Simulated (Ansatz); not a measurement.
Run this with Ansatz 0.2.0 through its Python package and show what comes out.

The script reads `f2h3ssi2.xyz`:
```text
8

F     0.72520    0.44170   -2.12430
Si   -0.29610    1.24400   -1.11010
S    -1.46630   -0.23130   -0.08990
Si    0.32880   -0.82660    1.06920
F     0.86030    0.45150    1.78190
H    -1.23250    2.10210   -1.89260
H    -0.15670   -1.80600    2.10790
H     1.32950   -1.43250    0.20200
```

The script, `f2h3ssi2_spin.py`:
```python
'''Vertical spin-state energies of F2H3SSi2.'''

import ansatz as az

f2h3ssi2 = az.Crystal.molecule_from_extxyz('f2h3ssi2.xyz')

setup = f2h3ssi2.calculation().basis(gaussian='def2-TZVP').functional('B3LYP')
found = {}
for unpaired in [1, 3, 5]:
    summary = setup.spin('collinear', total=unpaired).run(threads=1, backend='cpu').report
    s = unpaired / 2
    found[unpaired] = summary['free_energy_ev']
    print(f'2S+1 = {unpaired + 1}: E = {found[unpaired]:.5f} eV, <S^2> = {abs(summary["mean_field"]["state"]["spin_squared"]):.3f} (pure state {s * (s + 1):.2f})')
lowest = min(found, key=found.get)
for unpaired, e in found.items():
    print(f'multiplicity {unpaired + 1}: {96.485332 * (e - found[lowest]):.1f} kJ/mol above the lowest')
```

Running `python f2h3ssi2_spin.py` prints:
```text
2S+1 = 2: E = -32081.49151 eV, <S^2> = 0.752 (pure state 0.75)
2S+1 = 4: E = -32075.66483 eV, <S^2> = 3.755 (pure state 3.75)
2S+1 = 6: E = -32068.48705 eV, <S^2> = 8.758 (pure state 8.75)
multiplicity 2: 0.0 kJ/mol above the lowest
multiplicity 4: 562.2 kJ/mol above the lowest
multiplicity 6: 1254.7 kJ/mol above the lowest
```

In order: multiplicity 2 (+0.00 eV), multiplicity 4 (+5.83 eV) and multiplicity 6 (+13.00 eV), all at the one geometry.

What to keep in mind:
- Total energies depend on the basis set; only differences at equal settings carry meaning.
- The geometry is a force-field or estimated start, not a minimum of this method, and the basis set is short of its limit. All parts are taken at fixed geometry, without zero-point energy.
- The run takes the species as open-shell (spin multiplicity 2), which needn't be its ground state.
- b3lyp holds the VWN-RPA fit, as in Gaussian; the form of ORCA and Turbomole is b3lyp5.
- It ran for 2.1 min on 1 thread of Arm Neoverse V2, with other jobs on the host, peak memory 0.96 GiB.
